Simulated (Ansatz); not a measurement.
# C2H7MgN: the cost of one run

Method: the settings change from run to run; program: Ansatz 0.2.0, Gaussian basis.

**1. The relaxed structure**

The structure was relaxed beforehand with PBE0-D4 in a triple-zeta def2 set.

SMILES `C[CH2][Mg][NH2]`, 11 atoms, charge 0, spin multiplicity 1.

Atoms are counted from 1 here; the program's logs count them from 0.

Bond lengths: C1–C2 1.530 Å, C1–H5 1.094 Å, C1–H6 1.097 Å, C1–H7 1.094 Å, C2–Mg3 2.097 Å, C2–H8 1.098 Å, C2–H9 1.098 Å, Mg3–N4 1.893 Å, N4–H10 1.009 Å, N4–H11 1.009 Å. Angles: C2–C1–H5 112.1°, C2–C1–H6 112.6°, C2–C1–H7 112.1°, H5–C1–H6 106.6°, H5–C1–H7 106.5°, H6–C1–H7 106.6°, C1–C2–Mg3 116.8°, C1–C2–H8 109.6°, C1–C2–H9 109.6°, Mg3–C2–H8 107.8°, Mg3–C2–H9 107.8°, H8–C2–H9 104.7°, C2–Mg3–N4 179.8°, Mg3–N4–H10 126.6°, Mg3–N4–H11 126.6°, H10–N4–H11 106.8°.

**2. PBE0-DH/aug-cc-pVTZ**

This run has atoms shaken by 0.03 Å, a grid of angular degree 47.

in.yaml

```yaml
crystal:
  periodic: [false, false, false]
  atoms:
    - {symbol: C, position_ang: [-1.261137, 1.110193, 0.772165]}
    - {symbol: C, position_ang: [-0.350026, -0.023030, 1.050383]}
    - {symbol: Mg, position_ang: [0.813268, -0.703254, -0.542954]}
    - {symbol: N, position_ang: [1.929833, -1.296275, -1.921790]}
    - {symbol: H, position_ang: [-1.997276, 0.891381, 0.021483]}
    - {symbol: H, position_ang: [-1.930269, 1.423843, 1.748307]}
    - {symbol: H, position_ang: [-0.821888, 2.076578, 0.434428]}
    - {symbol: H, position_ang: [-0.880245, -0.904400, 1.502998]}
    - {symbol: H, position_ang: [0.286172, 0.275783, 1.881925]}
    - {symbol: H, position_ang: [1.626001, -2.013269, -2.612819]}
    - {symbol: H, position_ang: [2.787500, -1.005244, -2.212919]}
basis:
  gaussian: {orbitals: aug-cc-pVTZ, final_grid: {core_spheres: 20, valence_spheres: 16, degree: 47}}
hamiltonian: {xc: {name: PBE0-DH}}
```

Command:

```
ansatz run in.yaml --threads 4 --pin off --events-out ev --progress --plain --max-ram 10444MiB
```

**Question.** How long does this run take on 4 threads of Arm Neoverse V2, shared host, and how much memory does it need?

About 15 s, with a peak of 1.4 GiB.
